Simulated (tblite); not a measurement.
# C6H8AsN: the cost of one run

Computed with tblite 0.8.0 and PySCF 2.14.0, with density-fitted response routines of our own, on a single molecule in the gas phase. Atoms are numbered from 0 throughout.

**1. The molecule as given**

16 atoms, charge 0, multiplicity 1; geometry from: force field or distance geometry start.

Bonds of the start (Å): C0–C1 1.19, C1–C2 1.49, C2–As3 1.91, As3–C4 1.94, As3–C5 1.91, C5–C6 1.49, C6–N7 1.18, C0–H8 1.06, C2–H9 1.11, C2–H10 1.13, C4–H11 1.12, C4–H12 1.11, C4–H13 1.11, C5–H14 1.11, C5–H15 1.11.

**2. Relaxing the molecule with GFN2-xTB**

What the job is given:

```
{"job": {"kind": "relax", "xc": "GFN2-xTB", "basis": "xTB"}, "charge": 0, "multiplicity": 1}
C     -2.278000     2.376900     0.016200
C     -1.906600     1.330500     0.448600
C     -1.421100     0.030800     0.987600
As     0.222500    -0.562200     0.205800
C      0.179200    -2.266100    -0.711800
C      1.466000     0.734000    -0.432200
C      2.701600     0.687200     0.392700
N      3.671500     0.640100     1.070300
H     -2.629700     3.299800    -0.375900
H     -1.327400     0.126900     2.089500
H     -2.229900    -0.734300     0.795300
H      0.900300    -2.944000    -0.192600
H      0.557600    -2.217700    -1.752200
H     -0.834200    -2.719200    -0.665100
H      1.113800     1.787900    -0.438700
H      1.806800     0.438400    -1.448900
```

On the command line:

```console
OMP_NUM_THREADS=1 python probes_run.py task.json out
```

The driver reads the jobs from task.json and runs them one after another.

**Question.** How long does this first job take on 1 thread of Arm Neoverse V1, shared host?

About 1.2 s.
